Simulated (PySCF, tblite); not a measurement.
# C₃H₇FSeSi: geometry, infrared bands and NMR shifts

Aim: predict the infrared bands and NMR shifts of C₃H₇FSeSi (`C=C[Se]C[SiH2]F`).

Computed with tblite 0.8.0 and PySCF 2.14.0, with density-fitted response routines of our own, on a single molecule in the gas phase. Atoms count from 0, in the outputs and in this text.

**1. The molecule as given**

13 atoms, charge 0, multiplicity 1; geometry from: force field or distance geometry start.

Bonds of the start (Å): C0–C1 1.35, C1–Se2 1.91, Se2–C3 1.94, C3–Si4 1.86, Si4–F5 1.68, C0–H6 1.09, C0–H7 1.08, C1–H8 1.09, C3–H9 1.11, C3–H10 1.11, Si4–H11 1.48, Si4–H12 1.47.

**2. Geometry optimisation with GFN2-xTB**

Job settings and geometry (Å):

```
{"job": {"kind": "relax", "xc": "GFN2-xTB", "basis": "xTB"}, "charge": 0, "multiplicity": 1}
C      2.751100     0.131000     0.015800
C      1.849500    -0.174500    -0.935100
Se     0.259100     0.854700    -1.138200
C     -0.723500    -0.288600     0.078000
Si    -2.481200     0.309600     0.251100
F     -3.330800    -0.687400     1.304800
H      2.573000     0.980600     0.674000
H      3.651700    -0.451900     0.135700
H      2.037800    -1.028100    -1.580200
H     -0.733500    -1.337100    -0.296700
H     -0.242300    -0.276200     1.083600
H     -3.132100     0.279000    -1.074200
H     -2.483200     1.689400     0.770300
```

The run is started by

```sh
$ OMP_NUM_THREADS=1 python probes_run.py task.json out
```

The driver reads the jobs from task.json and runs them one after another.

**Question.** This job is followed by: GFN2-xTB harmonic vibrations, gas phase; GIAO PBE0/pcSseg-1 NMR shielding, non-relativistic, gas phase. What will the session give for the following? strongest single infrared mode (GFN2-xTB); zero-point energy (GFN2-xTB); 13C shifts against TMS (PBE0/pcSseg-1); 1H shifts against TMS (PBE0/pcSseg-1, means over atoms taken as alike); 77Se shifts against Me2Se (PBE0/pcSseg-1); 29Si shifts against TMS (PBE0/pcSseg-1); 19F shifts against CFCl3 (PBE0/pcSseg-1).

As calculated:

| quantity | value |
| --- | --- |
| strongest single infrared mode (GFN2-xTB) | 2335 cm⁻¹, 334 km/mol |
| zero-point energy (GFN2-xTB) | 54.0 kcal/mol |
| 13C shifts against TMS (PBE0/pcSseg-1) | 150.6, 121.1, 19.0 ppm |
| 1H shifts against TMS (PBE0/pcSseg-1, means over atoms taken as alike) | 6.39, 5.85, 5.49, 5.22, 2.56 ppm |
| 77Se shifts against Me2Se (PBE0/pcSseg-1) | 173 ppm |
| 29Si shifts against TMS (PBE0/pcSseg-1) | 3.8 ppm |
| 19F shifts against CFCl3 (PBE0/pcSseg-1) | -220.8 ppm |

**Reading.** Relaxing lowered the energy by 0.363 eV in 137 steps; the close pair that moved most is Si4–F5, from 1.681 to 1.613 Å. No mode is imaginary among the 33: a minimum at this level. The strongest single mode, at 2335 cm⁻¹, moves mainly H12 and H11. GFN2-xTB is a fitted tight-binding method: band positions and strengths are rough. Its intensities can rank the bands wrongly. C1 (alkene CH) lies farthest downfield among carbon, at 150.6 ppm; the olefinic region. H8 (hydrogen on an alkene CH) lies farthest downfield among hydrogen, at 6.39 ppm; attached to an sp2 carbon and in the plane of the double bond. At PBE0/pcSseg-1: The largest span, 921 ppm, is at Se2, where the paramagnetic term is -1414 ppm. Spin-orbit coupling is left out, which matters for shieldings and couplings at and beside the heavy atoms.
